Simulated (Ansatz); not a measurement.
What does this script print? It uses Ansatz 0.2.0 through its Python package.

The script, `energy_bclh5psi.py`:
```python
"""Single point of BClH5PSi."""

from pathlib import Path

import ansatz as az
import numpy as np


def main() -> None:
    geometry_ang = [
        ("B", [1.6702, 0.1577, -0.2857]),
        ("P", [0.3961, -1.291, -0.2695]),
        ("Si", [-1.367, 0.0369, -0.1553]),
        ("Cl", [-1.2219, 1.2884, 1.5191]),
        ("H", [1.78, 0.836, -1.2464]),
        ("H", [2.2966, 0.4048, 0.6846]),
        ("H", [0.4765, -1.5, 1.1659]),
        ("H", [-2.5813, -0.7835, -0.0352]),
        ("H", [-1.4491, 0.8507, -1.3774]),
    ]
    system = az.Crystal.molecule()
    for symbol, xyz in geometry_ang:
        system = system.atom(symbol, xyz)

    base = system.calculation()
    base = base.basis(gaussian="6-31G*")
    base = base.functional("pbe0")
    base = base.forces()
    base = base.orbitals()
    out = base.run(runs_dir="runs")
    report = out.report

    for key in ("converged", "free_energy_ev", "reference_energy_ev", "n_frozen", "n_occupied", "n_virtual"):
        print(f"{key:22s} {report[key]}")

    field = report["mean_field"]
    print("<S^2> =", round(abs(field["state"]["spin_squared"]), 4), " relativity:", field["relativity"])
    print("passes:", field["passes"])
    if "symmetry" in field:
        print("occupied orbitals by irrep:", field["symmetry"]["occupied"])

    symbols = [site.symbol for site in system.cartesian_sites]
    print("forces (eV/A)")
    for symbol, f in zip(symbols, report["forces_ev_ang"]):
        print(f"  {symbol:2s} {f[0]:9.4f} {f[1]:9.4f} {f[2]:9.4f}")

    charges = report["charge_distribution"]
    print("dipole moment", round(4.803205 * float(np.linalg.norm(charges["dipole_moment_e_ang"])), 3), "D")
    print("Mulliken:", [(s, round(q, 3)) for s, q in zip(symbols, charges["mulliken_charges_e"])])

    lines = Path(report["orbitals_path"]).read_text().splitlines()
    field_of = lambda key: [line.split("=")[1].strip() for line in lines if line.startswith(key)]
    orbitals = [(27.211386 * float(e), s, float(n)) for e, s, n in zip(field_of("Ene="), field_of("Spin="), field_of("Occup="))]
    homo = max(e for e, _, n in orbitals if n > 0.5)
    lumo = min(e for e, _, n in orbitals if n < 0.5)
    for e, spin, n in sorted(orbitals):
        if homo - 15 < e < lumo + 5:
            print(f"{spin:6s} {e:10.3f} eV  occupation {n:.0f}")


if __name__ == "__main__":
    main()
```

Output of `python energy_bclh5psi.py`:
```text
converged              True
free_energy_ev         -30434.06812520405
reference_energy_ev    -30434.06812520405
n_frozen               0
n_occupied             [28, 28]
n_virtual              [54, 54]
<S^2> = 0.0  relativity: none
passes: {'evaluations': 15, 'products': 12}
occupied orbitals by irrep: [{'A': 28}, {'A': 28}]
forces (eV/A)
  B    -0.7152   -0.3145    0.0382
  P     0.8948    0.1108    0.7793
  Si    0.1079    0.3096    0.3270
  Cl   -0.1994   -0.1179   -0.3195
  H     0.0063    0.1607   -0.3643
  H     0.3534   -0.1053    0.1980
  H    -0.1978   -0.1709   -0.6433
  H    -0.2446   -0.0825    0.1546
  H    -0.0054    0.2099   -0.1701
dipole moment 1.051 D
Mulliken: [('B', -0.086), ('P', -0.147), ('Si', 0.394), ('Cl', -0.268), ('H', 0.04), ('H', 0.052), ('H', 0.057), ('H', -0.022), ('H', -0.02)]
Alpha     -18.586 eV  occupation 2
Alpha     -15.143 eV  occupation 2
Alpha     -13.801 eV  occupation 2
Alpha     -11.527 eV  occupation 2
Alpha     -11.200 eV  occupation 2
Alpha     -10.689 eV  occupation 2
Alpha     -10.072 eV  occupation 2
Alpha      -9.557 eV  occupation 2
Alpha      -9.119 eV  occupation 2
Alpha      -8.754 eV  occupation 2
Alpha      -7.797 eV  occupation 2
Alpha      -1.981 eV  occupation 0
Alpha      -0.438 eV  occupation 0
Alpha       0.626 eV  occupation 0
Alpha       0.893 eV  occupation 0
Alpha       1.711 eV  occupation 0
Alpha       2.907 eV  occupation 0
Alpha       3.005 eV  occupation 0
```

Caveats:
- These settings explore the input space; basis and method may be short of convergence.
- The geometry is a force-field or estimated start, not a minimum of this method, and the basis set is short of its limit.
- Alpha marks a spatial orbital of a restricted run, filled by both spins.
- Levels such as HOMO and LUMO are orbital energies: with these approximate functionals they aren't the ionisation energy and electron affinity, and their gap isn't the fundamental gap.
- Run time: 3.8 s on 1 thread of Arm Neoverse V2 (shared host), peak memory 0.23 GiB.

(A comment or docstring line of the script was reworded after the run, the code is as it ran; lines on the test bed's own set-up are left out of the output.)
